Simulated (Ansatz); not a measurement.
# MoIr4: the cost of one run

Program: Ansatz 0.2.0. Level of theory: DFT PBE, scalar-relativistic, plane waves, PAW. These are calculated values, not measurements.

3 further runs of the same task are left out: 2 that didn't finish, 1 set aside as unsound or not needed.

### Step 1. The structure to begin with

Symmetry: Pm-3m, No. 221, cubic system. Conventional cell: a = 4.237 Å, b = 4.237 Å, c = 4.237 Å, α = 90.00°, β = 90.00°, γ = 90.00°. Around Mo (site symmetry m-3m) lie 6 Ir at 2.12 Å. Ir (site symmetry m-3m) has 12 Ir at 3.00 Å in its first shell of neighbours. Around Ir (site symmetry 4/mmm) lie 2 Mo at 2.12 Å.

Structure file:

```
CELL_PARAMETERS angstrom
4.23662 0.00000 0.00000
0.00000 4.23662 0.00000
0.00000 0.00000 4.23662
ATOMIC_POSITIONS crystal
Mo 0.50000 0.50000 0.50000
Ir 0.00000 0.00000 0.00000
Ir 0.50000 0.50000 0.00000
Ir 0.50000 0.00000 0.50000
Ir 0.00000 0.50000 0.50000
```

The cell is invented: species swapped into a database cell of Ni4N (Pm-3m, No. 221), with Ir on the Ni sites and Mo on the N sites. Lengths come from tabulated atomic sizes and are only a guess.

### Step 2. A first look at the guess

File input.yaml:

```yaml
crystal:
  lattice:
    - [4.23661556, 0.0, 0.0]
    - [0.0, 4.23661556, 0.0]
    - [0.0, 0.0, 4.23661556]
  atoms:
    - { symbol: Mo, position: [0.5, 0.5, 0.5] }
    - { symbol: Ir, position: [0.0, 0.0, 0.0] }
    - { symbol: Ir, position: [0.5, 0.5, 0.0] }
    - { symbol: Ir, position: [0.5, 0.0, 0.5] }
    - { symbol: Ir, position: [0.0, 0.5, 0.5] }
basis:
  ecutwfc: 420
kpoints:
  mp_grid: { grid: [4, 4, 4] }
hamiltonian:
  xc: pbe
scf:
  occupations: { method: gaussian, width: 0.1 }
  lower_state_search: "off"
output:
  forces: true
  stress: true
  eigenvalues: true
```

Run with:

```
$ ansatz run input.yaml --threads 1 --pin off --max-ram 2560MiB --backend cpu --events-out ev --progress --plain --runs-dir out
```

What time and memory should one allow on 1 thread of Intel Xeon at 2.50GHz (Skylake/Cascade Lake), shared host?

About 4.2 s, with a peak of 0.36 GiB.
